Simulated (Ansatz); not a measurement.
**CH4ClFSeSi: small, medium and large basis sets**

The task here is to estimate one member of a computed series from the others.

Computed with Ansatz 0.2.0, Gaussian basis. Level: one geometry, several basis sets.

Plan: PBE0-D4/def2-SVP; ωB97M-V/def2-SVP; PBE0-D4/def2-QZVPP; ωB97M-V/def2-QZVPP; the functionals' def2-TZVPP values are taken from earlier runs.

**Structure used throughout**

An earlier PBE0-D4 in a triple-zeta def2 set relaxation fixed the geometry.

SMILES `C[Se][SiH](F)Cl`, 9 atoms, charge 0, spin multiplicity 1.

Atoms are counted from 1 here; the program's logs count them from 0.

Bond lengths: C1–Se2 1.961 Å, C1–H6 1.088 Å, C1–H7 1.088 Å, C1–H8 1.087 Å, Se2–Si3 2.242 Å, Si3–F4 1.588 Å, Si3–Cl5 2.044 Å, Si3–H9 1.476 Å. Angles: Se2–C1–H6 105.8°, Se2–C1–H7 110.6°, Se2–C1–H8 110.0°, H6–C1–H7 109.4°, H6–C1–H8 110.0°, H7–C1–H8 110.9°, C1–Se2–Si3 95.1°, Se2–Si3–F4 107.0°, Se2–Si3–Cl5 112.1°, Se2–Si3–H9 113.8°, F4–Si3–Cl5 108.6°, F4–Si3–H9 108.8°, Cl5–Si3–H9 106.5°.

Coordinates:

| atom | x (Å) | y (Å) | z (Å) |
| --- | --- | --- | --- |
| C1 | -0.6231 | -0.9529 | -1.1230 |
| Se2 | 1.1117 | -0.9819 | -0.2097 |
| Si3 | 0.6638 | 0.7637 | 1.1247 |
| F4 | 1.9732 | 1.0439 | 1.9789 |
| Cl5 | 0.2087 | 2.4483 | 0.0607 |
| H6 | -0.6151 | -1.8038 | -1.8010 |
| H7 | -1.4347 | -1.0675 | -0.4074 |
| H8 | -0.7301 | -0.0296 | -1.6875 |
| H9 | -0.4657 | 0.5335 | 2.0472 |

The first run:

in.yaml

```yaml
crystal:
  periodic: [false, false, false]
  atoms:
    - {symbol: C, position_ang: [-0.623138, -0.952855, -1.123026]}
    - {symbol: Se, position_ang: [1.111711, -0.981856, -0.209710]}
    - {symbol: Si, position_ang: [0.663849, 0.763679, 1.124742]}
    - {symbol: F, position_ang: [1.973157, 1.043936, 1.978924]}
    - {symbol: Cl, position_ang: [0.208650, 2.448336, 0.060653]}
    - {symbol: H, position_ang: [-0.615129, -1.803825, -1.801046]}
    - {symbol: H, position_ang: [-1.434738, -1.067538, -0.407432]}
    - {symbol: H, position_ang: [-0.730075, -0.029636, -1.687506]}
    - {symbol: H, position_ang: [-0.465687, 0.533459, 2.047201]}
basis:
  gaussian: {orbitals: def2-SVP}
hamiltonian: {xc: pbe0, dispersion: d4}
output: {orbitals: {seedname: orbitals}}
```

Steps of the session up to this table: PBE0-D4 in def2-SVP; ωB97M-V in def2-SVP; PBE0-D4 in def2-QZVPP; ωB97M-V in def2-QZVPP.

One table of the session follows, with a row left open; its other results are not shown here.

It belongs to the step «Functionals by basis». 

```
functional       basis  HOMO (eV)
   PBE0-D4    def2-SVP      -7.03
   PBE0-D4  def2-TZVPP          ?
   PBE0-D4  def2-QZVPP      -7.13
   ωB97M-V    def2-SVP      -9.16
   ωB97M-V  def2-TZVPP      -9.26
   ωB97M-V  def2-QZVPP      -9.29
```

**Question.** Estimate the row for PBE0-D4, def2-TZVPP.

**Answer.** HOMO (eV): -7.11. In the column «HOMO (eV)» it lies between PBE0-D4, def2-QZVPP (-7.13) and PBE0-D4, def2-SVP (-7.03).
